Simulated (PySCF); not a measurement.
# CH9BrGeSi3: electronic excitations

Wanted: the electronic excitations of CH9BrGeSi3 (`[SiH3][Si@@]1(Br)[SiH2][CH2][GeH2]1`), by calculation.

Computed with PySCF 2.14.0, with density-fitted response routines of our own, on a single molecule in the gas phase. Atoms are numbered from 0 throughout.

## Step 1: The molecule as given

15 atoms, charge 0, multiplicity 1; geometry from: GFN2-xTB.

Bonds of the start (Å): Si0–Si1 2.33, Si1–Br2 2.30, Si1–Si3 2.38, Si3–C4 1.92, C4–Ge5 2.02, Ge5–Si1 2.41, Si0–H6 1.46, Si0–H7 1.46, Si0–H8 1.46, Si3–H9 1.47, Si3–H10 1.47, C4–H11 1.09, C4–H12 1.09, Ge5–H13 1.52, Ge5–H14 1.52.

## Step 2: Excited states and response: wB97X-D/def2-SVPD

The job: settings as JSON, then the geometry in Å.

```
{"job": {"kind": "uv", "xc": "wB97X-D", "basis": "def2-SVPD", "nstates": 8, "ntriplets": 3}, "charge": 0, "multiplicity": 1}
Si     2.833112    -0.441314    -0.091805
Si     0.578804    -0.381788    -0.691018
Br     0.482855    -0.825317    -2.943559
Si    -1.317132    -1.306980     0.400546
C     -1.972789     0.462229     0.730832
Ge    -0.692915     1.627669    -0.303925
H      2.916298    -0.098042     1.328280
H      3.651312     0.496608    -0.858491
H      3.358120    -1.791260    -0.289821
H     -1.004412    -2.046997     1.629622
H     -2.236343    -2.109114    -0.410571
H     -1.948653     0.692782     1.795119
H     -3.009168     0.587069     0.422963
H     -1.463218     2.411403    -1.351908
H     -0.180286     2.731041     0.611823
```

With the program's defaults for keys left out, this is: TDDFT wB97X-D/def2-SVPD, vertical, gas phase, core orbitals frozen in the response.

Started as:

```bash
> OMP_NUM_THREADS=1 python probes_run.py task.json out
```

The driver reads the jobs from task.json and runs them one after another.

What will the session give for the following? lowest singlet (wB97X-D/def2-SVPD); brightest single state of those computed; lowest triplet. Wanted: lowest singlet; brightest single state of those computed; lowest triplet.

**Answer**, as computed:

| quantity | value |
| --- | --- |
| lowest singlet (wB97X-D/def2-SVPD) | 4.62 eV (268 nm), f = 0.001 |
| brightest single state of those computed | state 4, 5.85 eV, f = 0.077 |
| lowest triplet | 4.21 eV |

What this shows: The lowest singlet, at 4.62 eV, is HOMO→LUMO 0.96 and is dark; of the 8 states computed, the strongest absorption comes from state 4 at 5.85 eV (the last state computed is bright too, and its partners may lie past the list). The lowest triplet lies 0.41 eV below the lowest singlet (triplets in Tamm-Dancoff, singlets in full TDDFT).
